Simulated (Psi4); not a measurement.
**A workflow on SnHSF (SMILES [F][Sn][SH])**

We compute a series of 10 runs (PBE-D4/def2-SVP, PBE0-D4/def2-TZVP, PBE-D4/def2-TZVPP, r2SCAN-D4/def2-TZVPP, B3LYP-D4/def2-TZVPP, PBE0-D4/def2-TZVPP, wB97M-V/def2-TZVPP, CCSD(T)/def2-TZVPP, and more) of SnHSF. 

The results are computed with Psi4 1.11.

**1. The system as given**

SnHSF has 4 atoms, charge 0, and is taken as a singlet. As SMILES, `[F][Sn][SH]`. Geometry: a GFN2-xTB, rattled relaxation, a rough one for these elements and not checked as a minimum. The run starts from this shape.

Bond lengths: F1–Sn2 2.070 Å, Sn2–S3 2.408 Å, S3–H4 1.376 Å. Angles: F1–Sn2–S3 95.9°, Sn2–S3–H4 92.4°.

**2. A geometry optimisation at PBE-D4/def2-SVP (density fitting, core potential) (run 1)**

fhssn.inp

```
memory 3300 MB

molecule geom {
  0 1
  F     -1.702416    -0.608492     0.190145
  Sn    -0.624585     1.100380     0.638901
  S      1.462398     0.324079    -0.276772
  H      0.935377    -0.909498    -0.584545
  symmetry c1
}

set globals {
  scf_type                df
  geom_maxiter            60
  max_force_g_convergence 0.0005
}

e_tot, wfn = optimize('pbe-d4/def2-SVP', return_wfn=True)
```

On the command line:

```
$ psi4 fhssn.inp fhssn.out -n 2
```

fhssn.out:

```text
Psi4 1.11 release

gradient() will perform analytic gradient computation.

   => Loading Basis Set <=

    Name: DEF2-SVP
    Role: ORBITAL
    Keyword: BASIS

    !!!  WARNING: ECP capability is in beta. Please check occupations closely.  !!!

   => PBE-D4(BJ,EEQ)ATM: Empirical Dispersion <=

        a1 =       0.385750
        a2 =       4.806885
       alp =      16.000000
        s6 =       1.000000
        s8 =       0.959481
        s9 =       1.000000
        ga =       3.000000
        gc =       2.000000
        wf =       6.000000

         ---------------------------------------------------------
                                   SCF
                              RKS Reference
                        2 Threads,   3147 MiB Core
         ---------------------------------------------------------

  ==> Geometry <==

    Molecular point group: c1
    Full point group: C1

    Geometry (in Angstrom), charge = 0, multiplicity = 1:

       Center              X                  Y                   Z               Mass
    ------------   -----------------  -----------------  -----------------  -----------------
         F           -1.356049120214    -1.363798562062    -0.221652698488    18.998403162730
         SN          -0.278218120214     0.345073437938     0.227103301512   119.902201630000
         S            1.808764879786    -0.431227562062    -0.688569698488    31.972071174400
         H            1.281743879786    -1.664804562062    -0.996342698488     1.007825032230

  Running in c1 symmetry.

  Rotational constants: A =      0.25052  B =      0.10228  C =      0.07263 [cm^-1]
  Rotational constants: A =   7510.38708  B =   3066.30598  C =   2177.45076 [MHz]
  Nuclear repulsion =  162.859192810751836

  Charge       = 0
  Multiplicity = 1
  Electrons    = 48
  Nalpha       = 24
  Nbeta        = 24

  ==> Algorithm <==

  SCF Algorithm Type is DF.
  DIIS enabled.
  MOM disabled.
  Fractional occupation disabled.
  Guess Type is SAD.
  Energy threshold   = 1.00e-08
  Density threshold  = 1.00e-08
  Integral threshold = 1.00e-12

  ==> Primary Basis <==

  Basis Set: DEF2-SVP
    Blend: DEF2-SVP
    Number of shells: 27
    Number of basis functions: 63
    Number of Cartesian functions: 67
    Spherical Harmonics?: true
    Max angular momentum: 2

  Core potential: DEF2-SVP
    Number of shells: 4
    Number of ECP primitives: 18
    Number of ECP core electrons: 28
    Max angular momentum: 3

  ==> DFT Potential <==

   => LibXC <=

    Version 7.1.2

   => Composite Functional: PBE-D4BJEEQATM <=

    PBE GGA Exchange-Correlation Functional

    Deriv               =              1
    GGA                 =           TRUE
    Meta                =          FALSE

    Exchange Hybrid     =          FALSE
    MP2 Hybrid          =          FALSE

   => Exchange Functionals <=

    1.0000     XC_GGA_X_PBE

   => Correlation Functionals <=

    1.0000     XC_GGA_C_PBE

   => LibXC Density Thresholds  <==

    XC_GGA_C_PBE:  1.00E-12
    XC_GGA_X_PBE:  1.00E-15

   => Molecular Quadrature <=

    Radial Scheme          =       TREUTLER
    Pruning Scheme         =           NONE
    Nuclear Scheme         =       TREUTLER

    Blocking Scheme        =         OCTREE
    BS radius alpha        =              1
    Pruning alpha          =              1
    Radial Points          =             75
    Spherical Points       =            302
    Total Points           =          86120
    Total Blocks           =            702
    Max Points             =            256
    Max Functions          =             62
    Weights Tolerance      =       1.00E-15

   => Loading Basis Set <=

    Name: (DEF2-SVP AUX)
    Role: JKFIT
    Keyword: DF_BASIS_SCF

  ==> Integral Setup <==

  DFHelper Memory: AOs need 0.015 GiB; user supplied 2.180 GiB.
  SCF_SUBTYPE=INCORE selected. In-core MEM_DF algorithm will be used.
  Using in-core AOs.

  ==> MemDFJK: Density-Fitted J/K Matrices <==

    J tasked:                   Yes
    K tasked:                    No
    wK tasked:                   No
    Memory [MiB]:              2232
    Algorithm:                 Core
    Schwarz Cutoff:           1E-12
    Mask sparsity (%):       2.6203
    Fitting Condition:        1E-10

   => Auxiliary Basis Set <=

  Basis Set: (DEF2-SVP AUX)
    Blend: DEF2-UNIVERSAL-JKFIT
    Number of shells: 115
    Number of basis functions: 441
    Number of Cartesian functions: 577
    Spherical Harmonics?: true
    Max angular momentum: 5

  Cached 100.0% of DFT collocation blocks in 0.125 [GiB].

  Minimum eigenvalue in the overlap matrix is 2.4851940831E-02.
  Reciprocal condition number of the overlap matrix is 6.5974962052E-03.
    Using symmetric orthogonalization.

  ==> Pre-Iterations <==

  SCF Guess: Superposition of Atomic Densities via on-the-fly atomic UHF (no occupation information).

   -------------------------
    Irrep   Nso     Nmo
   -------------------------
     A         63      63
   -------------------------
    Total      63      63
   -------------------------

  ==> Iterations <==

                           Total Energy        Delta E     RMS |[F,P]|

   @DF-RKS iter SAD:  -711.11378690748768   -7.11114e+02   0.00000e+00
[... 3 lines left out ...]
   @DF-RKS iter   4:  -712.50614084803158   -4.25695e-02   3.36945e-03 ADIIS/DIIS
[... 3 lines left out ...]
   @DF-RKS iter   8:  -712.53775969285800   -8.45957e-06   1.05585e-05 DIIS
[... 3 lines left out ...]
   @DF-RKS iter  12:  -712.53776007172917   -6.18456e-11   2.71988e-08 DIIS
[... 33 lines left out ...]
  @DF-RKS Final Energy:  -712.53776007173258
[... 6 lines left out ...]
    DFT Exchange-Correlation Energy =     -54.3000827614490618
[... 17 lines left out ...]
 Dipole X            :        -22.3705745           22.4815827            0.1110083
[... 128 lines left out ...]
	                                 ==> Convergence Check <==
[... 86 lines left out ...]
    Weights Tolerance      =       1.00E-15
[... 55 lines left out ...]
   @DF-RKS iter   1:  -712.53766720515705    2.19079e-02   1.11562e-03 ADIIS/DIIS
[... 3 lines left out ...]
   @DF-RKS iter   5:  -712.54097534334335   -7.50649e-05   2.53018e-05 DIIS
[... 3 lines left out ...]
   @DF-RKS iter   9:  -712.54097679528297   -1.98952e-11   1.87584e-08 DIIS
[... 14 lines left out ...]
  @DF-RKS Final Energy:  -712.54097679528491
[... 6 lines left out ...]
    DFT Exchange-Correlation Energy =     -54.3124990948617921
[... 17 lines left out ...]
 Dipole X            :        -24.7462482           24.5902307           -0.1560175
[... 91 lines left out ...]
	                                 ==> Convergence Check <==
[... 75 lines left out ...]
    Weights Tolerance      =       1.00E-15
[... 23 lines left out ...]
   @DF-RKS iter   2:  -712.54037445575329    3.04750e-04   4.68659e-04 ADIIS/DIIS
[... 3 lines left out ...]
   @DF-RKS iter   6:  -712.54101553415319   -9.91316e-07   4.73710e-06 DIIS
[... 3 lines left out ...]
   @DF-RKS iter  10:  -712.54101559584490   -2.16005e-12   3.74598e-09 DIIS
[... 17 lines left out ...]
    Nuclear Repulsion Energy =            163.0575595227798260
[... 3 lines left out ...]
    Empirical Dispersion Energy =          -0.0034621692994185
[... 17 lines left out ...]
 Dipole Y            :         25.1415853          -24.4938299            0.6477554
[... 92 lines left out ...]
	Measures of convergence in internal coordinates in au.
[... 93 lines left out ...]
                           Total Energy        Delta E     RMS |[F,P]|
[... 4 lines left out ...]
   @DF-RKS iter   3:  -712.54119625011299   -1.89663e-04   1.03279e-04 ADIIS/DIIS
[... 3 lines left out ...]
   @DF-RKS iter   7:  -712.54122754419484   -4.27622e-09   4.02638e-07 DIIS
[... 3 lines left out ...]
  Energy and wave function converged.
[... 17 lines left out ...]
    One-Electron Energy =               -1391.5414111040577154
[... 3 lines left out ...]
    VV10 Nonlocal Energy =                  0.0000000000000000
[... 17 lines left out ...]
 Dipole Z            :         16.8788788          -16.5626959            0.3161829
[... 96 lines left out ...]
	   Step    Total Energy     Delta E     Max Force     RMS Force      Max Disp      RMS Disp
[... 101 lines left out ...]
   @DF-RKS iter   0:  -712.54320042502559   -7.12543e+02   2.22217e-04
[... 3 lines left out ...]
   @DF-RKS iter   4:  -712.54127619074404   -2.23713e-06   4.59391e-06 DIIS
[... 3 lines left out ...]
   @DF-RKS iter   8:  -712.54127624536375   -2.23963e-11   1.30397e-08 DIIS
[... 14 lines left out ...]
  @DF-RKS Final Energy:  -712.54127624536318
[... 6 lines left out ...]
    DFT Exchange-Correlation Energy =     -54.3063940579175082
[... 17 lines left out ...]
 Dipole X            :        -24.6828088           24.5224258           -0.1603831
[... 91 lines left out ...]
	                                 ==> Convergence Check <==
[... 75 lines left out ...]
    Weights Tolerance      =       1.00E-15
[... 40 lines left out ...]
   @DF-RKS iter   2:  -712.54128454221097   -1.21174e-06   4.43525e-05 DIIS
[... 3 lines left out ...]
   @DF-RKS iter   6:  -712.54129010952681   -3.58477e-09   2.37312e-07 DIIS
[... 3 lines left out ...]
  Energy and wave function converged.
[... 17 lines left out ...]
    Virtual:

      25A     -0.117590    26A     -0.050022    27A     -0.025887
      28A      0.016089    29A      0.133443    30A      0.188686
      31A      0.198872    32A      0.236045    33A      0.282786
[... 9 lines of this table left out ...]
      61A     14.627373    62A     14.769418    63A     51.566226

    Final Occupation by Irrep:
              A
    DOCC [    24 ]
    NA   [    24 ]
    NB   [    24 ]

  @DF-RKS Final Energy:  -712.54129010966278

   => Energetics <=

    Nuclear Repulsion Energy =            163.5302242571676175
    One-Electron Energy =               -1393.0894203176471819
    Two-Electron Energy =                 571.3285753154135591
    DFT Exchange-Correlation Energy =     -54.3071898295825548
    Empirical Dispersion Energy =          -0.0034795350142806
    VV10 Nonlocal Energy =                  0.0000000000000000
    Total Energy =                       -712.5412901096627820

Computation Completed

Properties will be evaluated at   0.000000,   0.000000,   0.000000 [a0]

Properties computed using the SCF density matrix

 Multipole Moments:

 ------------------------------------------------------------------------------------
     Multipole            Electronic (a.u.)      Nuclear  (a.u.)        Total (a.u.)
 ------------------------------------------------------------------------------------

 L = 1.  Multiply by 2.5417464519 to convert [e a0] to [Debye]
 Dipole X            :        -24.6625806           24.4992888           -0.1632919
 Dipole Y            :         26.0134202          -25.3063787            0.7070415
 Dipole Z            :         17.1025525          -16.7720398            0.3305127
 Magnitude           :                                                    0.7973773

 ------------------------------------------------------------------------------------

	total time  =         12 seconds =       0.20 minutes

         ------------------------------------------------------------
                                   SCF GRAD
         ------------------------------------------------------------

  ==> Geometry <==

    Molecular point group: c1
    Full point group: C1

    Geometry (in Angstrom), charge = 0, multiplicity = 1:

       Center              X                  Y                   Z               Mass
    ------------   -----------------  -----------------  -----------------  -----------------
         F           -1.239714366909    -1.348932717985    -0.221961285850    18.998403162730
         SN          -0.308703910134     0.349208675747     0.223668213613   119.902201630000
         S            1.855987446629    -0.456851033525    -0.675884091717    31.972071174400
         H            1.217581469381    -1.624138736694    -0.984284904582     1.007825032230

  Nuclear repulsion =  163.530224257167617

   => Molecular Quadrature <=

    Radial Scheme          =       TREUTLER
    Pruning Scheme         =           NONE
    Nuclear Scheme         =       TREUTLER

    Blocking Scheme        =         OCTREE
    BS radius alpha        =              1
    Pruning alpha          =              1
    Radial Points          =             75
    Spherical Points       =            302
    Total Points           =          86096
    Total Blocks           =            709
    Max Points             =            256
    Max Functions          =             62
    Weights Tolerance      =       1.00E-15

  -Total Gradient:
     Atom            X                  Y                   Z
    ------   -----------------  -----------------  -----------------
       1        0.000053954614     0.000151831445     0.000057229610
       2       -0.000212383755    -0.000214774087    -0.000041325236
       3        0.000119816671    -0.000002041216    -0.000018004952
       4       -0.000048830059     0.000046294592     0.000017380612

	total time  =          3 seconds =       0.05 minutes

    			-----------------------------------------

    			 OPTKING 3.0: for geometry optimizations

    			        with contributions from

    			-----------------------------------------

	                            ===> Fragment 1 <==

	 Z (Atomic Numbers)          Masses                          Geom
	       9.000000            18.998403         -2.34272063 -2.54911340 -0.41944604
	      50.000000            119.902202        -0.58336584  0.65990876  0.42267167
	      16.000000            31.972071          3.50730797 -0.86332333 -1.27723583
	       1.000000             1.007825          2.30089551 -3.06917740 -1.86002890

	 - Coordinate -           - BOHR/RAD -       - ANG/DEG -
	 R(1,2)           =         3.755305           1.987222
	 R(2,3)           =         4.684393           2.478874
	 R(3,4)           =         2.580866           1.365736
	 B(1,2,3)         =         1.620690          92.858720
	 B(2,3,4)         =         1.522446          87.229729
	 D(1,2,3,4)       =         0.001099           0.062974

	        --- Internal Coordinate Step in ANG or DEG, aJ/ANG or AJ/DEG ---
	-------------------------------------------------------------------------------
	           Coordinate      Previous         Force          Change          New
	           ----------      --------        ------          ------        ------
	               R(1,2)       1.98722        0.00165        0.00054       1.98776
	               R(2,3)       2.47887       -0.00075       -0.00057       2.47831
	               R(3,4)       1.36574        0.00012        0.00004       1.36578
	             B(1,2,3)      92.85872       -0.00001       -0.00894      92.84979
	             B(2,3,4)      87.22973        0.00001        0.09238      87.32211
	           D(1,2,3,4)       0.06297       -0.00000       -0.06297      -0.00000
	-------------------------------------------------------------------------------

	                                 ==> Convergence Check <==

	Measures of convergence in internal coordinates in au.

	Criteria marked as inactive (o), active & met (*), and active & unmet ( ).

	----------------------------------------------------------------------------------------------
	   Step    Total Energy     Delta E     Max Force     RMS Force      Max Disp      RMS Disp
	----------------------------------------------------------------------------------------------
	  Convergence Criteria              o    5.00e-04 *             o             o             o
	----------------------------------------------------------------------------------------------
	     6    -712.54129011   -1.39e-05 o    2.00e-04 *    1.18e-04 o    1.61e-03 o    1.00e-03 o  ~
	----------------------------------------------------------------------------------------------

Next Geometry in Ang
	Fragment 1 (Ang)

	    F  -1.2401139324  -1.3487598931  -0.2221743948
	   Sn  -0.3085437965   0.3495268617   0.2241457106
	    S   1.8551967620  -0.4565481487  -0.6761189146
	    H   1.2186116059  -1.6249326324  -0.9843144697

    Final optimized geometry and variables:
    Molecular point group: c1
    Full point group: C1

    Geometry (in Angstrom), charge = 0, multiplicity = 1:

    F           -1.239714366909    -1.348932717985    -0.221961285850
    SN          -0.308703910134     0.349208675747     0.223668213613
    S            1.855987446629    -0.456851033525    -0.675884091717
    H            1.217581469381    -1.624138736694    -0.984284904582

    Psi4 run time: 0:01:24.78

[set-up sections that repeat, and orbital energies of the middle runs, are left out above]
```

The script printed:

```text
Optimizer: Optimization complete!
```

Run time: 88 s. Hardware: 2 threads of AMD EPYC (Zen 3), shared host; peak memory 0.42 GiB.

Step by step:

```
step  energy from the first frame kept (eV)  largest force (eV/Å)
   0                                 0.0000                1.6121
   1                                -0.0875                0.3580
   2                                -0.0886                0.0848
   3                                -0.0944                0.1277
   4                                -0.0957                0.0426
   5                                -0.0961                0.0157
```

After the run. Bond lengths: F1–Sn2 1.987 Å, Sn2–S3 2.479 Å, S3–H4 1.366 Å. Angles: F1–Sn2–S3 92.9°, Sn2–S3–H4 87.2°.

(Part 1 of 3 ends here.)
